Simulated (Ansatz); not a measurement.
CH5ClFGeN, SMILES [CH3][Ge]([NH2])([F])[Cl], vertical spin-state energies

Program: Ansatz 0.2.0, Python API.

Notebook, run cell by cell (the value of a cell's last expression is shown):

```python
import ansatz
```

```python
BASIS_SET = "cc-pVDZ"
LEVEL = "mp2"

geometry_ang = [
    ("C", (-1.3889, -0.4981, 0.0178)),
    ("Ge", (0.3103, 0.207, -0.5172)),
    ("N", (1.5406, -0.2882, 0.7503)),
    ("F", (0.8321, -0.4615, -2.0758)),
    ("Cl", (0.2527, 2.3618, -0.6822)),
    ("H", (-1.7171, -0.0061, 0.9878)),
    ("H", (-1.3789, -1.5572, 0.0864)),
    ("H", (-2.1485, -0.1385, -0.7622)),
    ("H", (2.4853, 0.1545, 0.5171)),
    ("H", (1.2957, 0.175, 1.6808)),
]
system = ansatz.Crystal.molecule()
for symbol, xyz in geometry_ang:
    system = system.atom(symbol, xyz)
```

```python
setup = (
    system.calculation()
    .basis(gaussian=BASIS_SET)
    .correlation(LEVEL)
)
found = {}
for unpaired in [0, 2]:
    data = setup.spin("collinear", total=unpaired).run().report
    s = unpaired / 2
    found[unpaired] = data["free_energy_ev"]
    print(f"2S+1 = {unpaired + 1}: E = {found[unpaired]:.5f} eV, <S^2> = {abs(data['mean_field']['state']['spin_squared']):.3f} (pure state {s * (s + 1):.2f})")
lowest = min(found, key=found.get)
for unpaired, e in found.items():
    print(f"multiplicity {unpaired + 1}: {23.060548 * (e - found[lowest]):.1f} kcal/mol above the lowest")
```

    2S+1 = 1: E = -74297.23630 eV, <S^2> = 0.000 (pure state 0.00)
    2S+1 = 3: E = -74290.36529 eV, <S^2> = 2.010 (pure state 2.00)
    multiplicity 1: 0.0 kcal/mol above the lowest
    multiplicity 3: 158.4 kcal/mol above the lowest

In order: multiplicity 1 (+0.00 eV) and multiplicity 3 (+6.87 eV), all at the one geometry.

What to keep in mind:
- Total energies depend on the basis set; only differences at equal settings carry meaning.
- The geometry is a force-field or estimated start, not a minimum of this method, and the basis set is short of its limit. All parts are taken at fixed geometry, without zero-point energy.
- S² is that of the Hartree-Fock reference.
- Hardware and time: 31 s on 1 thread of AMD EPYC 7B13 (Zen 3), with other jobs on the host, peak memory 0.55 GiB.
